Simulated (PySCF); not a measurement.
# C₂H₈BN: NMR shifts and spin-spin couplings

Aim: predict the NMR shifts and spin-spin couplings of C₂H₈BN (`BNCC`).

Computed with PySCF 2.14.0, with density-fitted response routines of our own, on a single molecule in the gas phase. Atoms count from 0, in the outputs and in this text.

**1. Starting geometry**

12 atoms, charge 0, multiplicity 1; geometry from: GFN2-xTB.

Bonds of the start (Å): B0–N1 1.38, N1–C2 1.45, C2–C3 1.53, B0–H4 1.17, B0–H5 1.17, N1–H6 1.01, C2–H7 1.10, C2–H8 1.09, C3–H9 1.09, C3–H10 1.09, C3–H11 1.09.

**2. NMR shieldings: PBE0/pcSseg-1**

The job: settings as JSON, then the geometry in Å.

```
{"job": {"kind": "nmr", "xc": "PBE0", "basis": "pcSseg-1"}, "charge": 0, "multiplicity": 1}
B      1.824648     0.551149     0.679185
N      0.580683     0.719596     0.115755
C     -0.186724    -0.242130    -0.643325
C     -1.503976    -0.586995     0.050141
H      2.381313    -0.470600     0.539391
H      2.296358     1.439233     1.280773
H      0.076345     1.588072     0.231005
H     -0.398747     0.159680    -1.643434
H      0.418290    -1.143135    -0.758058
H     -2.053462    -1.323050    -0.531003
H     -1.310337    -0.994385     1.039672
H     -2.123191     0.301880     0.158000
```

Method: GIAO PBE0/pcSseg-1 NMR shielding, non-relativistic, gas phase.

**Question.** This job is followed by: B3LYP/pcJ-1 indirect spin-spin coupling, non-relativistic, gas phase. What will the session give for the following? ¹³C shifts against TMS (PBE0/pcSseg-1); ¹H shifts against TMS (PBE0/pcSseg-1, means over atoms taken as alike); ¹¹B shifts against BF3·OEt2 (PBE0/pcSseg-1); ¹⁵N shifts against NH3 (PBE0/pcSseg-1); largest coupling of the table (B3LYP/pcJ-1).

**Answer**, as computed:

| quantity | value |
| --- | --- |
| ¹³C shifts against TMS (PBE0/pcSseg-1) | 50.3, 22.2 ppm |
| ¹H shifts against TMS (PBE0/pcSseg-1, means over atoms taken as alike) | 4.79, 4.59, 3.40, 1.20 ppm |
| ¹¹B shifts against BF3·OEt2 (PBE0/pcSseg-1) | 34.7 ppm |
| ¹⁵N shifts against NH3 (PBE0/pcSseg-1) | 160.3 ppm |
| largest coupling of the table (B3LYP/pcJ-1) | ¹J(C,H) C2–H7, 141.6 Hz |

In words: C2 (sp3 CH2 bonded to N) lies farthest downfield among carbon, at 50.3 ppm; pulled downfield by the heteroatom. At PBE0/pcSseg-1: The widest tensor belongs to N1: span 218 ppm, with a paramagnetic part of -214 ppm. In the run at B3LYP/pcJ-1, the largest coupling of the table is C2–H7 (mean over like pairs), 141.6 Hz, of which the Fermi-contact term gives 140.3 Hz. Couplings across rotatable bonds belong to this one conformer; where others are populated, the observed values are averages.
